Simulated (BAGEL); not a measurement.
# Si5H12 (SMILES [SiH3][Si]([SiH3])([SiH3])[SiH3]) at HF/6-31G(d) (density fitting with cc-pvqz-jkfit, spherical functions)

What is the vertical ionisation energy of Si5H12 at HF/6-31G* (density fitting with cc-pvqz-jkfit, spherical functions)? 

Program for the calculation: BAGEL 1.2.2.

1 further run of the same task is left out (set aside as unsound or not needed).

### Step 1. The system as given

Si5H12 has 17 atoms, charge 0, and is taken as a singlet. As SMILES, `[SiH3][Si]([SiH3])([SiH3])[SiH3]`. The coordinates come from a PBE0-D4/def2-TZVP relaxation.

Bond lengths: Si1–Si2 2.336 Å, Si2–Si3 2.336 Å, Si2–Si4 2.336 Å, Si2–Si5 2.336 Å, Si1–H6 1.488 Å, Si1–H7 1.488 Å, Si1–H8 1.488 Å, Si3–H9 1.488 Å, Si3–H10 1.488 Å, Si3–H11 1.488 Å, Si4–H12 1.488 Å, Si4–H13 1.488 Å, Si4–H14 1.488 Å, Si5–H15 1.488 Å, Si5–H16 1.488 Å, Si5–H17 1.488 Å. Some angles: Si1–Si2–Si3 109.4°, Si1–Si2–Si4 109.5°, Si1–Si2–Si5 109.5°, Si3–Si2–Si4 109.5°, Si3–Si2–Si5 109.4°, Si4–Si2–Si5 109.6°, Si2–Si1–H6 110.2°, Si2–Si1–H7 110.2°, Si2–Si1–H8 110.3°, Si2–Si3–H9 110.2°.

### Step 2. The energy at HF/6-31G(d) (density fitting with cc-pvqz-jkfit, spherical functions)

File hf.json:

```json
{ "bagel": [

{
  "title": "molecule",
  "basis": "6-31gs.json",
  "df_basis": "cc-pvqz-jkfit",
  "angstrom": true,
  "geometry": [
    { "atom": "Si", "xyz": [      -0.373100,       1.166600,      -1.986100 ] },
    { "atom": "Si", "xyz": [      -0.001900,      -0.001100,       0.002500 ] },
    { "atom": "Si", "xyz": [       2.215500,       0.293800,       0.674300 ] },
    { "atom": "Si", "xyz": [      -0.416100,      -2.274200,      -0.339800 ] },
    { "atom": "Si", "xyz": [      -1.431100,       0.812800,       1.661200 ] },
    { "atom": "H", "xyz": [      -0.119200,       2.618800,      -1.784800 ] },
    { "atom": "H", "xyz": [       0.535400,       0.667300,      -3.053500 ] },
    { "atom": "H", "xyz": [      -1.780200,       0.986300,      -2.434900 ] },
    { "atom": "H", "xyz": [       2.471100,      -0.440400,       1.942900 ] },
    { "atom": "H", "xyz": [       2.498300,       1.738000,       0.893800 ] },
    { "atom": "H", "xyz": [       3.142700,      -0.220400,      -0.369500 ] },
    { "atom": "H", "xyz": [      -0.165900,      -3.037900,       0.912300 ] },
    { "atom": "H", "xyz": [       0.474100,      -2.804800,      -1.407600 ] },
    { "atom": "H", "xyz": [      -1.830700,      -2.482700,      -0.751100 ] },
    { "atom": "H", "xyz": [      -2.850200,       0.623200,       1.256500 ] },
    { "atom": "H", "xyz": [      -1.199600,       0.090200,       2.941100 ] },
    { "atom": "H", "xyz": [      -1.188300,       2.264000,       1.882700 ] }
  ]
},

{
  "title": "hf"
},

{
  "title": "print",
  "file": "orbitals.molden",
  "orbitals": true
}

]}
```

The basis set 6-31G* is read from a file made from the Basis Set Exchange's data (not shown).

Command:

```sh
$ BAGEL_NUM_THREADS=1 BAGEL hf.json > hf.out
```

What it wrote:

```text
* using 1 threads per process

  ===============================================================
  ===============================================================

  *** Geometry ***

  { "atom" : "Si", "xyz" : [     -0.705057,      2.204554,     -3.753185 ] },
  { "atom" : "Si", "xyz" : [     -0.003590,     -0.002079,      0.004724 ] },
  { "atom" : "Si", "xyz" : [      4.186688,      0.555202,      1.274242 ] },
  { "atom" : "Si", "xyz" : [     -0.786315,     -4.297615,     -0.642129 ] },
  { "atom" : "Si", "xyz" : [     -2.704387,      1.535969,      3.139213 ] },
  { "atom" : "H", "xyz" : [     -0.225255,      4.948815,     -3.372783 ] },
  { "atom" : "H", "xyz" : [      1.011759,      1.261014,     -5.770279 ] },
  { "atom" : "H", "xyz" : [     -3.364090,      1.863837,     -4.601294 ] },
  { "atom" : "H", "xyz" : [      4.669702,     -0.832235,      3.671549 ] },
  { "atom" : "H", "xyz" : [      4.721103,      3.284344,      1.689037 ] },
  { "atom" : "H", "xyz" : [      5.938842,     -0.416496,     -0.698254 ] },
  { "atom" : "H", "xyz" : [     -0.313506,     -5.740799,      1.723997 ] },
  { "atom" : "H", "xyz" : [      0.895919,     -5.300304,     -2.659978 ] },
  { "atom" : "H", "xyz" : [     -3.459522,     -4.691623,     -1.419373 ] },
  { "atom" : "H", "xyz" : [     -5.386097,      1.177677,      2.374441 ] },
  { "atom" : "H", "xyz" : [     -2.266915,      0.170453,      5.557874 ] },
  { "atom" : "H", "xyz" : [     -2.245562,      4.278340,      3.557787 ] },

  Number of auxiliary basis functions:     1352

  Since a DF basis is specified, we compute 2- and 3-index integrals:
    o Being stored without compression. Storage requirement is 0.141 GB

  Number of basis functions:      114
  Number of electrons      :       82

    * METHOD: MOLECULE                             2.12

  *** RHF ***

  === Nuclear Repulsion ===
   497.6853042395

      * DIIS with orbital gradients will be used.

  === RHF iteration (6-31gs.json) ===
      0      -1451.44515234          0.00685126           0.58
      1      -1451.53643270          0.00220338           0.58
      2      -1451.54525295          0.00063315           0.62
      3      -1451.54602701          0.00008851           0.58
      4      -1451.54604710          0.00001738           0.58
      5      -1451.54604809          0.00000471           0.59
      6      -1451.54604818          0.00000119           0.60
      7      -1451.54604819          0.00000019           0.59
      8      -1451.54604819          0.00000001           0.58
    * SCF iteration converged.

    * Permanent dipole moment:
           (    0.000613,     0.001404,    -0.000355) a.u.

    * METHOD: HF                                   6.27

    * METHOD: PRINT                                0.01

  ===============================================================
```

It took 9 s on 1 thread of Intel Xeon 6975P-C (Granite Rapids), shared host; peak memory 0.52 GiB.

### Step 3. The doublet cation

File job.json:

```json
{ "bagel" : [

{
  "title" : "molecule",
  "basis" : "6-31gs.json",
  "df_basis" : "cc-pvqz-jkfit",
  "angstrom" : true,
  "geometry" : [
    { "atom" : "Si", "xyz" : [      -0.373100,       1.166600,      -1.986100 ] },
    { "atom" : "Si", "xyz" : [      -0.001900,      -0.001100,       0.002500 ] },
    { "atom" : "Si", "xyz" : [       2.215500,       0.293800,       0.674300 ] },
    { "atom" : "Si", "xyz" : [      -0.416100,      -2.274200,      -0.339800 ] },
    { "atom" : "Si", "xyz" : [      -1.431100,       0.812800,       1.661200 ] },
    { "atom" : "H", "xyz" : [      -0.119200,       2.618800,      -1.784800 ] },
    { "atom" : "H", "xyz" : [       0.535400,       0.667300,      -3.053500 ] },
    { "atom" : "H", "xyz" : [      -1.780200,       0.986300,      -2.434900 ] },
    { "atom" : "H", "xyz" : [       2.471100,      -0.440400,       1.942900 ] },
    { "atom" : "H", "xyz" : [       2.498300,       1.738000,       0.893800 ] },
    { "atom" : "H", "xyz" : [       3.142700,      -0.220400,      -0.369500 ] },
    { "atom" : "H", "xyz" : [      -0.165900,      -3.037900,       0.912300 ] },
    { "atom" : "H", "xyz" : [       0.474100,      -2.804800,      -1.407600 ] },
    { "atom" : "H", "xyz" : [      -1.830700,      -2.482700,      -0.751100 ] },
    { "atom" : "H", "xyz" : [      -2.850200,       0.623200,       1.256500 ] },
    { "atom" : "H", "xyz" : [      -1.199600,       0.090200,       2.941100 ] },
    { "atom" : "H", "xyz" : [      -1.188300,       2.264000,       1.882700 ] }
  ]
},

{
  "title" : "uhf",
  "charge" : 1,
  "nopen" : 1
},

{
  "title" : "print",
  "file" : "orbitals.molden",
  "orbitals" : true
}

]}
```

The basis set 6-31G* is read from a file made from the Basis Set Exchange's data (not shown).

Command:

```sh
$ BAGEL_NUM_THREADS=1 BAGEL job.json > job.out
```

What it wrote:

```text
* using 1 threads per process

  ===============================================================
  ===============================================================

  *** Geometry ***

  { "atom" : "Si", "xyz" : [     -0.705057,      2.204554,     -3.753185 ] },
  { "atom" : "Si", "xyz" : [     -0.003590,     -0.002079,      0.004724 ] },
  { "atom" : "Si", "xyz" : [      4.186688,      0.555202,      1.274242 ] },
  { "atom" : "Si", "xyz" : [     -0.786315,     -4.297615,     -0.642129 ] },
  { "atom" : "Si", "xyz" : [     -2.704387,      1.535969,      3.139213 ] },
  { "atom" : "H", "xyz" : [     -0.225255,      4.948815,     -3.372783 ] },
  { "atom" : "H", "xyz" : [      1.011759,      1.261014,     -5.770279 ] },
  { "atom" : "H", "xyz" : [     -3.364090,      1.863837,     -4.601294 ] },
  { "atom" : "H", "xyz" : [      4.669702,     -0.832235,      3.671549 ] },
  { "atom" : "H", "xyz" : [      4.721103,      3.284344,      1.689037 ] },
  { "atom" : "H", "xyz" : [      5.938842,     -0.416496,     -0.698254 ] },
  { "atom" : "H", "xyz" : [     -0.313506,     -5.740799,      1.723997 ] },
  { "atom" : "H", "xyz" : [      0.895919,     -5.300304,     -2.659978 ] },
  { "atom" : "H", "xyz" : [     -3.459522,     -4.691623,     -1.419373 ] },
  { "atom" : "H", "xyz" : [     -5.386097,      1.177677,      2.374441 ] },
  { "atom" : "H", "xyz" : [     -2.266915,      0.170453,      5.557874 ] },
  { "atom" : "H", "xyz" : [     -2.245562,      4.278340,      3.557787 ] },

  Number of auxiliary basis functions:     1352

  Since a DF basis is specified, we compute 2- and 3-index integrals:
    o Being stored without compression. Storage requirement is 0.141 GB

  Number of basis functions:      114
  Number of electrons      :       82

    * METHOD: MOLECULE                             2.11

  *** Open-shell HF ***

  === Nuclear Repulsion ===
   497.6853042395

      * DIIS with orbital gradients will be used.

  === UHF iteration (6-31gs.json) ===
      0      -1451.03972419          0.01642278           1.24
      1      -1451.18462306          0.00669135           1.21
      2      -1451.20299942          0.00222722           1.20
      3      -1451.20614054          0.00090570           1.25
      4      -1451.20714326          0.00033418           1.22
      5      -1451.20751258          0.00025069           1.22
      6      -1451.20782678          0.00021257           1.25
      7      -1451.20817574          0.00017450           1.21
      8      -1451.20883635          0.00013557           1.22
      9      -1451.20882152          0.00009489           1.25
     10      -1451.20897862          0.00007312           1.20
     11      -1451.20902883          0.00003745           1.21
     12      -1451.20903868          0.00001223           1.22
     13      -1451.20903978          0.00000664           1.23
     14      -1451.20904063          0.00000407           1.24
     15      -1451.20904089          0.00000241           1.20
     16      -1451.20904092          0.00000171           1.21
     17      -1451.20904093          0.00000148           1.21
     18      -1451.20904095          0.00000124           1.21
     19      -1451.20904097          0.00000092           1.20
     20      -1451.20904099          0.00000068           1.21
     21      -1451.20904099          0.00000054           1.20
     22      -1451.20904100          0.00000039           1.22
     23      -1451.20904100          0.00000022           1.23
     24      -1451.20904100          0.00000010           1.26
     25      -1451.20904100          0.00000006           1.23
     26      -1451.20904100          0.00000004           1.20
     27      -1451.20904100          0.00000003           1.21
     28      -1451.20904100          0.00000003           1.24
     29      -1451.20904100          0.00000002           1.21
     30      -1451.20904100          0.00000002           1.21
     31      -1451.20904100          0.00000001           1.21
     32      -1451.20904100          0.00000001           1.21
    * SCF iteration converged.

    * S^2 (UHF) is 0.7627

    * Permanent dipole moment:
           (   -0.890831,    -0.116003,    -0.271736) a.u.

    * METHOD: UHF                                 41.15

    * METHOD: PRINT                                0.01

  ===============================================================
```

It took 44 s on 1 thread of Intel Xeon 6975P-C (Granite Rapids), shared host; peak memory 0.52 GiB.

### Step 4. What came out

Level: HF/6-31G* (density fitting with cc-pvqz-jkfit, spherical functions).

```
                                          quantity           value
                      singlet Si5H12: total energy  -1451.54605 Eh
                     singlet Si5H12: dipole moment          0.00 D
                       singlet Si5H12: HOMO energy       -10.45 eV
                       singlet Si5H12: LUMO energy         3.03 eV
                     singlet Si5H12: HOMO–LUMO gap        13.47 eV
                      doublet cation: total energy  -1451.20904 Eh
                              doublet cation: ⟨S²⟩           0.763
vertical ionisation energy (to the doublet cation)        9.170 eV
```

What this shows: Removing an electron at fixed nuclei costs 9.17 eV (211 kcal/mol). The negative HOMO energy of the first species, 10.45 eV, lies 1.28 eV above that difference.
